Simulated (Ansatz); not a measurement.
# C2H5BClF (SMILES BC(F)CCl) at BLYP/def2-SVP

What is the vertical ionisation energy of C2H5BClF at BLYP/def2-SVP? 

The results are computed with Ansatz 0.2.0.

123 further runs of the same task are left out: 123 set aside as unsound or not needed.

## (1) Starting point

C2H5BClF: 10 atoms, total charge 0, spin state singlet. As SMILES, `BC(F)CCl`. Geometry: relaxed at PBE0-D4/def2-TZVP. This is one conformer, not always the lowest.

Bond lengths: B1–C2 1.558 Å, C2–F3 1.386 Å, C2–C4 1.509 Å, C4–Cl5 1.782 Å, B1–H6 1.192 Å, B1–H7 1.195 Å, C2–H8 1.109 Å, C4–H9 1.090 Å, C4–H10 1.089 Å. Some angles: B1–C2–F3 113.9°, B1–C2–C4 115.3°, F3–C2–C4 109.7°, C2–C4–Cl5 112.6°, B1–C2–H8 102.6°, F3–C2–H8 107.0°, C4–C2–H8 107.5°, C2–B1–H6 120.8°, C2–B1–H7 118.2°, C2–C4–H9 110.7°.

## (2) A single-point energy at BLYP/def2-SVP

Contents of in.yaml:

```yaml
basis:
  gaussian:
    orbitals: def2-SVP
crystal:
  periodic: [false, false, false]
  atoms:
    - {symbol: B, position_ang: [-1.309200, -0.711700, -0.281200]}
    - {symbol: C, position_ang: [0.178900, -0.496800, 0.126500]}
    - {symbol: F, position_ang: [0.520300, -1.080300, 1.336000]}
    - {symbol: C, position_ang: [0.655300, 0.934900, 0.100000]}
    - {symbol: Cl, position_ang: [2.428700, 1.067800, 0.206300]}
    - {symbol: H, position_ang: [-2.010300, -1.450800, 0.336900]}
    - {symbol: H, position_ang: [-1.707400, -0.172300, -1.270600]}
    - {symbol: H, position_ang: [0.728500, -1.046200, -0.665100]}
    - {symbol: H, position_ang: [0.248500, 1.491800, 0.943700]}
    - {symbol: H, position_ang: [0.349800, 1.412800, -0.829700]}
hamiltonian:
  xc: {name: BLYP}
accuracy: high
output:
  orbitals: {seedname: orbitals}
```

Started as:

```
ansatz run in.yaml --threads 1 --pin off --max-ram 3480MiB --events-out events.jsonl --progress --plain --runs-dir runs
```

Standard output:

```text
Warning: RAYON_NUM_THREADS=1 ignored (pool sized by the plan → 1); use --threads N
Functional definition: BLYP
  name "BLYP"
  parameter beta = 0.0042
  parameter a = 0.04918
  parameter b = 0.132
  parameter c = 0.2533
  parameter d = 0.349
  exchange = b88_x(beta = beta)
  correlation = lyp_c(a = a, b = b, c = c, d = d)
2335 factors; integrals over basis functions are off by at most 4.1e-9 eV
mean field evaluation 1: about -18053.9899 eV, gradient 4.8e1 eV
mean field evaluation 2: about -18046.7906 eV, gradient 7.0e1 eV
mean field evaluation 4: about -18059.9104 eV, gradient 3.8e0 eV
mean field evaluation 8: about -18059.9339 eV, gradient 3.6e-1 eV
mean field evaluation 16: about -18059.9342 eV, gradient 1.1e-5 eV
mean field -18059.93418292 eV, -663.6903397593 hartree, gradient 2.1e-8 eV, S^2 0.000000; 0 other end points of the search recorded, 0 dependent functions left out
reference -18059.93423701 eV, -663.6903417471 hartree; 24, 24 occupied and 75, 75 virtual orbitals, 2335 factors
Total energy: -18059.93423701 eV, -663.6903417471 hartree
```

Wall time 6.9 s (1 thread of Arm Neoverse V2, shared host); peak memory 0.28 GiB.

## (3) The doublet cation

Contents of input.yaml:

```yaml
crystal:
  periodic: [false, false, false]
  atoms:
    - {symbol: B, position_ang: [-1.309200, -0.711700, -0.281200]}
    - {symbol: C, position_ang: [0.178900, -0.496800, 0.126500]}
    - {symbol: F, position_ang: [0.520300, -1.080300, 1.336000]}
    - {symbol: C, position_ang: [0.655300, 0.934900, 0.100000]}
    - {symbol: Cl, position_ang: [2.428700, 1.067800, 0.206300]}
    - {symbol: H, position_ang: [-2.010300, -1.450800, 0.336900]}
    - {symbol: H, position_ang: [-1.707400, -0.172300, -1.270600]}
    - {symbol: H, position_ang: [0.728500, -1.046200, -0.665100]}
    - {symbol: H, position_ang: [0.248500, 1.491800, 0.943700]}
    - {symbol: H, position_ang: [0.349800, 1.412800, -0.829700]}
basis:
  gaussian: {orbitals: def2-SVP}
total_charge: 1
magnetization: {spin_polarized: true, initial_magnetization: 1}
hamiltonian: {xc: {name: BLYP}}
accuracy: high
output: {orbitals: {seedname: orbitals}}
```

Started as:

```
ansatz run input.yaml --threads 1 --pin off --max-ram 3480MiB --events-out events.jsonl --progress --plain --runs-dir runs
```

Standard output, shortened:

```text
Warning: RAYON_NUM_THREADS=1 ignored (pool sized by the plan → 1); use --threads N
[... 9 set-up lines as earlier in the session ...]
2331 factors; integrals over basis functions are off by at most 4.1e-9 eV
mean field evaluation 1: about -18033.5241 eV, gradient 5.6e1 eV
mean field evaluation 2: about -17982.8761 eV, gradient 1.2e2 eV
mean field evaluation 4: about -18046.3153 eV, gradient 2.2e1 eV
mean field evaluation 8: about -18049.5271 eV, gradient 7.3e0 eV
mean field evaluation 16: about -18049.9287 eV, gradient 8.7e-2 eV
mean field evaluation 32: about -18049.5173 eV, gradient 6.4e0 eV
mean field evaluation 64: about -18049.8872 eV, gradient 9.7e-1 eV
mean field -18049.92912178 eV, -663.3226605440 hartree, gradient 8.6e-8 eV, S^2 0.751081; 8 other end points of the search recorded, 0 dependent functions left out
reference -18049.92917488 eV, -663.3226624954 hartree; 24, 23 occupied and 75, 76 virtual orbitals, 2331 factors
Total energy: -18049.92917488 eV, -663.3226624954 hartree
```

Wall time 23 s (1 thread of Arm Neoverse V2, shared host); peak memory 0.37 GiB.

## (4) Summary of results

At BLYP/def2-SVP:

| quantity | value |
| --- | --- |
| singlet C2H5BClF: total energy | -663.69034 Eh |
| singlet C2H5BClF: HOMO energy | -6.62 eV |
| singlet C2H5BClF: LUMO energy | -2.84 eV |
| singlet C2H5BClF: HOMO–LUMO gap | 3.78 eV |
| doublet cation: total energy | -663.32266 Eh |
| doublet cation: HOMO energy (highest over α and β) | -13.34 eV |
| doublet cation: LUMO energy (lowest over α and β) | -13.26 eV |
| doublet cation: ⟨S²⟩ | 0.751 |
| vertical ionisation energy (to the doublet cation) | 10.005 eV |

What this shows: The vertical ionisation energy comes to 10.01 eV (965 kJ/mol). The negative HOMO energy of the first species, 6.62 eV, lies 3.38 eV below that difference.
